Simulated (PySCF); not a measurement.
# C6H4F3−: excited states, first hyperpolarisability

Wanted: excited states, first hyperpolarisability for C6H4F3− (`FC(F)(F)c1cc[cH-]c1`).

Computed with PySCF 2.14.0 and routines of our own; the level stands in each step. Atoms count from 0.

## 1. The starting structure

13 atoms, charge -1, multiplicity 1; geometry from: GFN2-xTB.

## 2. Optimising the geometry at PBE0-D3(BJ)/def2-SVP

What the job is given:

```
{"job": {"xc": "PBE0", "basis": "def2-SVP", "d3": "d3bj", "grid": 2, "kind": "geom"}, "charge": -1, "multiplicity": 1}
F      2.278353     1.412863     0.568818
C      1.845514     0.233007     0.033653
F      2.542406    -0.724531     0.706602
F      2.468988     0.232675    -1.215910
C      0.409113     0.052984     0.022720
C     -0.549870     1.068253    -0.145212
C     -1.797915     0.472059    -0.117369
C     -1.627262    -0.905729     0.059591
C     -0.272203    -1.171652     0.142174
H     -0.331636     2.118661    -0.263795
H     -2.745206     0.984885    -0.214691
H     -2.420022    -1.639033     0.122539
H      0.195352    -2.133957     0.283152
```

Command:

```
$ OMP_NUM_THREADS=1 python excited_run.py task.json out
```

One launch serves the whole session: the jobs run in the order shown.

Standard output:

```text
step   0  E = -529.65938096  max force = 0.027337
step   1  E = -529.66159410  max force = 0.013571
step   2  E = -529.66183842  max force = 0.003498
step   3  E = -529.66185757  max force = 0.003077
step   4  E = -529.66191784  max force = 0.000820
step   5  E = -529.66192634  max force = 0.000394
optimisation converged
```

Wall time 56 s (1 thread of Intel Xeon 6975P-C, shared host); peak memory 0.72 GiB.

The steps of the relaxation:

| step | energy from step 0 (eV) | largest force component (eV/Å) |
| --- | --- | --- |
| 0 | 0.0000 | 1.4057 |
| 1 | -0.0602 | 0.6978 |
| 2 | -0.0669 | 0.1799 |
| 3 | -0.0674 | 0.1582 |
| 4 | -0.0690 | 0.0422 |
| 5 | -0.0693 | 0.0203 |

Close pairs (by a distance rule), those that changed most:

| bond | before (Å) | after (Å) | change (Å) |
| --- | --- | --- | --- |
| C1–F3 | 1.396 | 1.370 | -0.026 |
| C7–C8 | 1.383 | 1.402 | +0.019 |
| C5–C6 | 1.383 | 1.402 | +0.019 |
| C6–C7 | 1.400 | 1.417 | +0.018 |
| C8–H12 | 1.079 | 1.092 | +0.013 |
| C5–H9 | 1.079 | 1.092 | +0.013 |
| C6–H10 | 1.082 | 1.094 | +0.012 |
| C1–C4 | 1.448 | 1.460 | +0.012 |

The end geometry stands in the next job.

| at the end point | value |
| --- | --- |
| point group (found at 0.08 Å tolerance) | C1 |
| rotational constants (GHz, main isotopes) | 3.483, 1.185, 1.042 |

## 3. Excited states: TDA CAM-B3LYP/def2-TZVP

What the job is given:

```
{"job": {"kind": "states", "xc": "CAM-B3LYP", "basis": "def2-TZVP", "tda": true, "soc": true, "nstates": 6, "ntriplets": 5, "nquad": 4}, "charge": -1, "multiplicity": 1}
F      2.283202     1.468956     0.300925
C      1.871541     0.217472    -0.017314
F      2.544071    -0.621418     0.813410
F      2.443660    -0.017611    -1.239870
C      0.421471     0.055118     0.033706
C     -0.534414     1.086243    -0.143783
C     -1.806026     0.497282    -0.100893
C     -1.643280    -0.896463     0.098555
C     -0.271013    -1.173215     0.177435
H     -0.305770     2.145525    -0.278698
H     -2.758984     1.026666    -0.192533
H     -2.449281    -1.630803     0.187960
H      0.192531    -2.150190     0.332144
```

Method: TDA CAM-B3LYP/def2-TZVP excited states, vertical, gas phase, spin-orbit mean-field couplings.

Standard output:

```text
coarse grid: 12256 points
cycle   1  E = -530.4136001849  dE =  1.740e+00  |g| = 1.070e+00  |ddm| = 3.541e+00
cycle   2  E = -530.3209173546  dE =  9.268e-02  |g| = 1.385e+00  |ddm| = 1.910e+00
cycle   3  E = -530.6295654987  dE = -3.086e-01  |g| = 7.175e-02  |ddm| = 1.017e+00
cycle   4  E = -530.6300758214  dE = -5.103e-04  |g| = 6.055e-02  |ddm| = 1.750e-01
cycle   5  E = -530.6309472180  dE = -8.714e-04  |g| = 7.166e-03  |ddm| = 6.484e-02
cycle   6  E = -530.6309578189  dE = -1.060e-05  |g| = 3.213e-03  |ddm| = 1.046e-02
cycle   7  E = -530.6309602058  dE = -2.387e-06  |g| = 7.830e-04  |ddm| = 3.749e-03
final grid: 123552 points
cycle   8  E = -530.6312725983  dE = -5.972e-05  |g| = 6.080e-03  |ddm| = 6.986e-02
cycle   9  E = -530.6312709549  dE =  1.643e-06  |g| = 6.956e-03  |ddm| = 1.277e-02
cycle  10  E = -530.6312792444  dE = -8.290e-06  |g| = 3.354e-04  |ddm| = 5.908e-03
cycle  11  E = -530.6312792559  dE = -1.150e-08  |g| = 2.216e-04  |ddm| = 8.605e-04
cycle  12  E = -530.6312792657  dE = -9.789e-09  |g| = 4.309e-05  |ddm| = 2.729e-04
cycle  13  E = -530.6312792661  dE = -4.053e-10  |g| = 1.446e-05  |ddm| = 1.020e-04
converged SCF energy = -530.6312792661

Singlet excitations
state   eV       nm        f     d(h-e)  d(exc)  Lambda  PR(NTO)  |dmu|/D   mu/D   main configurations
  1   5.7720   214.8   0.00001   1.086   3.561   0.335   1.043    4.450    7.645   H->L 0.97
  2   5.8912   210.5   0.00285   1.494   3.631   0.304   1.060    6.154    9.349   H-1->L 0.95
  3   6.1088   203.0   0.07311   0.420   2.749   0.724   1.765    1.417    1.805   H-1->L+1 0.66, H->L+5 0.26
  4   6.1687   201.0   0.04105   0.413   2.759   0.705   1.618    0.782    2.439   H->L+1 0.72, H-1->L+5 0.20
  5   6.4329   192.7   0.01411   0.137   3.670   0.322   1.125                     H->L+2 0.92
  6   6.6041   187.7   0.00043   0.561   3.744   0.272   2.035                     H->L+3 0.48, H-1->L+2 0.46

Triplet excitations (Tamm-Dancoff)
state   eV     d(h-e)  d(exc)  Lambda  PR(NTO)   main configurations
  1   4.5311   0.660   2.546   0.703   1.113   H->L+1 0.91
  2   4.7160   0.387   2.610   0.710   1.014   H-1->L+1 0.95
  3   5.2422   0.482   2.481   0.782   1.073   H->L+5 0.92
  4   5.4517   0.396   2.591   0.710   1.086   H-1->L+5 0.90
  5   5.6194   0.909   3.506   0.334   1.083   H->L 0.93
S1 - T1 = 1.2409 eV

Spin-orbit couplings |<S|Hso|T>| (cm-1)
             T1       T2       T3       T4       T5
S0        1.264    3.048    0.388    2.301    5.873
S1        0.134    0.155    0.772    0.285    0.003
S2        0.052    0.226    0.354    1.342    0.574
S3        1.895    0.220    0.437    1.562    0.651
S4        0.386    1.566    1.598    0.260    0.218
S5        1.650    0.122    3.007    0.329    0.947
S6        1.177    1.104    1.125    1.613    0.026
T1 sublevels (cm-1): 0.000 0.000 0.000   radiative rates (1/s): 0.266 0.0322 0.0808
```

Run time: 77 s. Hardware: 1 thread of Intel Xeon 6975P-C, shared host; peak memory 1.2 GiB.

From this job:

| quantity | value |
| --- | --- |
| S1 less T1 | 1.24 eV |

Orbitals, density, ELF and potential are computed afterwards from the orbital file.

Frontier orbitals at CAM-B3LYP/def2-TZVP, with the share of their density that lies nearest to each atom:

| orbital | energy (eV) | lies on |
| --- | --- | --- |
| HOMO | -2.02 | C5, C8 about 29 % each; C6 15 %; C7 10 % |
| LUMO | 6.79 | H10, H11 about 29 % each; H9, H12 about 13 % each |

ELF in a plane through or near 10 of the atoms.

Ten even steps from ' ' (0.00) to '@' (1.00):
```
                                                        
                                                        
                          ....                          
                        **%%%%**..                      
                      ::@@@@@@@@--      ::--..          
          ..::----..  ::@@@@@@@@--    ==%%@@%%++        
        ::==##%%##++    ++@@@@**++====@@@@@@@@@@--      
        --**%%%%%%++    --==::::%%%%++@@@@@@@@@@--      
        ..==**####==::::**%%++--%%****==%%@@##++        
            ..--....@@%%::--**::::++####==..            
            ..--::--@@%%..--**::::++**##==..            
        ..::==++++--::--**%%++::%%**##++%%@@##++        
        ::==**##**::    --++::==%%%%==@@@@@@@@@@--      
        ..--++**++::    ++@@@@**++====@@@@@@@@@@--      
            ..::..    ::@@@@@@@@--    ==%%@@%%++        
                      ==@@@@@@@@--      ::==::          
                      ..**%%%%**..                      
                          ....                          
                                                        
                                                        
```
The map spans 10.4 Å across and 9.6 Å up, centred on the molecule. Atoms in the plane (x, y in Å): C1 (-1.9, 0.0), C4 (-0.4, 0.0), C5 (0.4, 1.1), C6 (1.7, 0.7), C7 (1.7, -0.7), C8 (0.4, -1.1), H9 (0.1, 2.2), H10 (2.6, 1.3), H11 (2.6, -1.4), H12 (0.1, -2.2).

log10 of the density (e/Å³) in the same plane.

Ten even steps from ' ' (-4.0) to '@' (1.6):
```
                                                        
                                                        
                    ....::::::::::..                    
              ......::::--====----::..........          
        ..::----------==++++**++====--------::::..      
      ..----==++========++####**++============--::..    
    ..::==++**##****====**######************++==--..    
    ..--==++##%%##**++++**##%%@@############++==--....  
    ..--==++######********##########@@####**++==--..    
    ..--====**####@@####%%%%##****######**++==--::..    
    ..--====**####%%####%%####****######**++==--::..    
    ..--==++**####********##########@@####**++==--..    
    ..--==++**##****++++**##%%@@############++==--....  
    ..::--==++****++====**######************++==--..    
      ..::----====----==++####**++============--::..    
        ....::::::::--==++++**++====--------::::..      
                  ..::::--====----::::........          
                    ....::::::::::..                    
                          ....                          
                                                        
```
The map spans 10.4 Å across and 9.6 Å up, centred on the molecule. Atoms in the plane (x, y in Å): C1 (-1.9, 0.0), C4 (-0.4, 0.0), C5 (0.4, 1.1), C6 (1.7, 0.7), C7 (1.7, -0.7), C8 (0.4, -1.1), H9 (0.1, 2.2), H10 (2.6, 1.3), H11 (2.6, -1.4), H12 (0.1, -2.2).

On the surface of density 0.002 e/bohr³ the electrostatic potential runs, from the 1st to the 99th percentile, from -5.71 V near C7 to -3.11 V near H11.

## 4. Excited states: TDDFT CAM-B3LYP/aug-cc-pVDZ

The job, as its differences from that of step 3:

```diff
@@ -1,2 +1,2 @@
-{"job": {"kind": "states", "xc": "CAM-B3LYP", "basis": "def2-TZVP", "tda": true, "soc": true, "nstates": 6, "ntriplets": 5, "nquad": 4}, "charge": -1, "multiplicity": 1}
+{"job": {"kind": "states", "xc": "CAM-B3LYP", "basis": "aug-cc-pVDZ", "tpa": true, "nstates": 8, "nquad": 6, "ntriplets": 0}, "charge": -1, "multiplicity": 1}
 F      2.283202     1.468956     0.300925
```

With the program's defaults for keys left out, this is: TDDFT CAM-B3LYP/aug-cc-pVDZ excited states, vertical, gas phase, two-photon moments by quadratic response.

Standard output:

```text
coarse grid: 12256 points
cycle   1  E = -530.2631244355  dE =  1.773e+00  |g| = 9.846e-01  |ddm| = 1.792e+01
cycle   2  E = -530.1872805366  dE =  7.584e-02  |g| = 1.246e+00  |ddm| = 5.805e+00
cycle   3  E = -530.4638433642  dE = -2.766e-01  |g| = 6.511e-02  |ddm| = 3.043e+00
cycle   4  E = -530.4642977095  dE = -4.543e-04  |g| = 5.433e-02  |ddm| = 3.679e-01
cycle   5  E = -530.4650484249  dE = -7.507e-04  |g| = 6.049e-03  |ddm| = 2.643e-01
cycle   6  E = -530.4650572627  dE = -8.838e-06  |g| = 2.572e-03  |ddm| = 3.741e-02
final grid: 123552 points
cycle   7  E = -530.4769354534  dE = -2.582e-05  |g| = 5.161e-03  |ddm| = 3.801e-01
cycle   8  E = -530.4769336821  dE =  1.771e-06  |g| = 6.161e-03  |ddm| = 4.881e-02
cycle   9  E = -530.4769410115  dE = -7.329e-06  |g| = 3.856e-04  |ddm| = 2.275e-02
cycle  10  E = -530.4769410340  dE = -2.249e-08  |g| = 2.598e-04  |ddm| = 2.430e-03
cycle  11  E = -530.4769410511  dE = -1.710e-08  |g| = 3.220e-05  |ddm| = 1.163e-03
cycle  12  E = -530.4769410514  dE = -2.932e-10  |g| = 1.385e-05  |ddm| = 2.275e-04
converged SCF energy = -530.4769410514

Singlet excitations
state   eV       nm        f     d(h-e)  d(exc)  Lambda  PR(NTO)  |dmu|/D   mu/D   delta(TPA)   sigma/GM   main configurations
  1   3.3661   368.3   0.00010   1.959   5.093   0.164   1.031    9.123   12.346      619.05      2.570   H->L 0.92
  2   3.4540   359.0   0.01317   2.365   5.178   0.168   1.075   10.964   14.192      652.07      2.850   H-1->L 0.92
  3   3.6676   338.1   0.01907   0.875   5.470   0.151   1.080    4.404    7.630        3.36      0.017   H->L+1 0.92
  4   3.8128   325.2   0.00004   0.963   5.581   0.106   1.258    4.785    8.009        3.08      0.016   H-1->L+1 0.86, H->L+2 0.11
  5   3.8942   318.4   0.00013   0.148   5.601   0.131   1.229    1.251    4.415      341.12      1.895   H->L+2 0.83, H-1->L+1 0.10
  6   3.9730   312.1   0.00899   0.657   5.588   0.121   1.011    2.465    0.839       28.32      0.164   H-1->L+2 0.96
  7   4.2396   292.4   0.00065   0.851   5.968   0.104   1.013                                            H->L+3 0.96
  8   4.3408   285.6   0.00003   0.623   6.007   0.089   1.009                                            H-1->L+3 0.97
```

It took 58 s on 1 thread of Intel Xeon 6975P-C, shared host; peak memory 0.99 GiB.

## 5. First hyperpolarisability: quadratic response CAM-B3LYP/aug-cc-pVDZ

The job, as its differences from that of step 4:

```diff
@@ -1,2 +1,2 @@
-{"job": {"kind": "states", "xc": "CAM-B3LYP", "basis": "aug-cc-pVDZ", "tpa": true, "nstates": 8, "nquad": 6, "ntriplets": 0}, "charge": -1, "multiplicity": 1}
+{"job": {"kind": "beta", "xc": "CAM-B3LYP", "basis": "aug-cc-pVDZ"}, "charge": -1, "multiplicity": 1}
 F      2.283202     1.468956     0.300925
```

Method: quadratic response CAM-B3LYP/aug-cc-pVDZ first hyperpolarisability, Taylor convention, gas phase.

Standard output:

```text
coarse grid: 12256 points
cycle   1  E = -530.2631244355  dE =  1.773e+00  |g| = 9.846e-01  |ddm| = 1.792e+01
cycle   2  E = -530.1872805366  dE =  7.584e-02  |g| = 1.246e+00  |ddm| = 5.805e+00
cycle   3  E = -530.4638433642  dE = -2.766e-01  |g| = 6.511e-02  |ddm| = 3.043e+00
cycle   4  E = -530.4642977095  dE = -4.543e-04  |g| = 5.433e-02  |ddm| = 3.679e-01
cycle   5  E = -530.4650484249  dE = -7.507e-04  |g| = 6.049e-03  |ddm| = 2.643e-01
cycle   6  E = -530.4650572627  dE = -8.838e-06  |g| = 2.572e-03  |ddm| = 3.741e-02
final grid: 123552 points
cycle   7  E = -530.4769354534  dE = -2.582e-05  |g| = 5.161e-03  |ddm| = 3.801e-01
cycle   8  E = -530.4769336821  dE =  1.771e-06  |g| = 6.161e-03  |ddm| = 4.881e-02
cycle   9  E = -530.4769410115  dE = -7.329e-06  |g| = 3.856e-04  |ddm| = 2.275e-02
cycle  10  E = -530.4769410340  dE = -2.249e-08  |g| = 2.598e-04  |ddm| = 2.430e-03
cycle  11  E = -530.4769410511  dE = -1.710e-08  |g| = 3.220e-05  |ddm| = 1.163e-03
cycle  12  E = -530.4769410514  dE = -2.932e-10  |g| = 1.385e-05  |ddm| = 2.275e-04
converged SCF energy = -530.4769410514

Lowest singlets (eV, f): 3.3661 0.0001  3.4540 0.0132  3.6676 0.0191

First hyperpolarisability (au)
process     nm      |vector|   parallel      HRS      DR
static         -      404.14     242.44     181.07   3.982
shg       1907.0      449.82     269.85      204.4   3.974
eope      1907.0      418.09     250.81          -       -
shg       1064.0      620.64     372.31     295.69   3.841
eope      1064.0      453.48     272.04          -       -
```

It took 55 s on 1 thread of Intel Xeon 6975P-C, shared host; peak memory 0.98 GiB.

## 6. What came out

| quantity | value |
| --- | --- |
| point group | C1 |
| rotational constants (main isotopes) | 3.48, 1.18, 1.04 GHz |
| S1 less T1 (step 3, TDA CAM-B3LYP/def2-TZVP) | 1.24 eV |
| β vector (step 5, quadratic response CAM-B3LYP/aug-cc-pVDZ) | static 404, SHG 1907.0 nm 450, SHG 1064.0 nm 621 au |

Over 5 steps the energy fell by 0.069 eV; of the close pairs, C1–F3 changed most, 1.396 to 1.370 Å. No frequency check was run at this level, so the end point may be a saddle. For an anion in the gas phase, states above the energy of detachment are held by the basis alone, so excitations and responses hang on it. In step 3, the number of triplets below S1 is at least 5, and the largest singlet-triplet spin-orbit coupling is S0–T5, 5.87 cm⁻¹. β grows from 404 au (static) to 621 au for doubling at 1064.0 nm: normal dispersion, which grows as twice the photon energy moves toward the bright states.
